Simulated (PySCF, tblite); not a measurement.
**C₂H₄BN: geometry, infrared bands, NMR shifts and spin-spin couplings**

What infrared bands, NMR shifts and spin-spin couplings should C₂H₄BN (`C#CBN`) show?

The runs use tblite 0.8.0 and PySCF 2.14.0, with density-fitted response routines of our own; the level of theory stands in each step. All values are computed, except where a source is named. Atoms count from 0, in the outputs and in this text.

## (1) Starting geometry

8 atoms, charge 0, multiplicity 1; geometry from: force field or distance geometry start.

Bonds of the start (Å): C0–C1 1.22, C1–B2 1.52, B2–N3 1.52, C0–H4 1.05, B2–H5 1.19, N3–H6 1.04, N3–H7 1.03.

## (2) Optimising the geometry with GFN2-xTB

What the job is given:

```
{"job": {"kind": "relax", "xc": "GFN2-xTB", "basis": "xTB"}, "charge": 0, "multiplicity": 1}
C      2.127500    -0.422300     0.562800
C      1.024300     0.026100     0.288300
B     -0.349100     0.579200    -0.036900
N     -1.568900    -0.332100    -0.073000
H      3.074600    -0.808600     0.804300
H     -0.491600     1.739300    -0.247600
H     -1.418100    -1.018300    -0.845600
H     -2.389800     0.246100    -0.321400
```

Launch:

```bash
OMP_NUM_THREADS=1 python probes_run.py task.json out
```

This one command runs all jobs of the session in turn.

**Question.** This job is followed by: GFN2-xTB harmonic vibrations, gas phase; GIAO PBE0/pcSseg-1 NMR shielding, non-relativistic, gas phase; B3LYP/pcJ-1 indirect spin-spin coupling, non-relativistic, gas phase. What will the session give for the following? strongest single infrared mode (GFN2-xTB); zero-point energy (GFN2-xTB); ¹³C shifts against TMS (PBE0/pcSseg-1); ¹H shifts against TMS (PBE0/pcSseg-1, means over atoms taken as alike); ¹¹B shifts against BF3·OEt2 (PBE0/pcSseg-1); ¹⁵N shifts against NH3 (PBE0/pcSseg-1); largest coupling of the table (B3LYP/pcJ-1).

**Answer**, as computed:

| quantity | value |
| --- | --- |
| strongest single infrared mode (GFN2-xTB) | 619 cm⁻¹, 224 km/mol |
| zero-point energy (GFN2-xTB) | 35.9 kcal/mol |
| ¹³C shifts against TMS (PBE0/pcSseg-1) | 103.5, 95.0 ppm |
| ¹H shifts against TMS (PBE0/pcSseg-1, means over atoms taken as alike) | 4.57, 4.47, 2.46 ppm |
| ¹¹B shifts against BF3·OEt2 (PBE0/pcSseg-1) | 27.0 ppm |
| ¹⁵N shifts against NH3 (PBE0/pcSseg-1) | 123.5 ppm |
| largest coupling of the table (B3LYP/pcJ-1) | ¹J(C,H) C0–H4, 253.5 Hz |

What this shows: Over 47 steps the energy fell by 0.749 eV; of the close pairs, B2–N3 changed most, 1.523 to 1.384 Å. All 18 modes are real, so the xTB geometry is a minimum. The strongest single mode, at 619 cm⁻¹, moves mainly H6 and H7. GFN2-xTB is a fitted tight-binding method: band positions and strengths are rough. Its intensities can rank the bands wrongly. At PBE0/pcSseg-1: Shielding is most anisotropic at C1 (span 308 ppm, paramagnetic term -164 ppm). In the run at B3LYP/pcJ-1, the largest coupling of the table is C0–H4, 253.5 Hz, of which the Fermi-contact term gives 253.9 Hz.
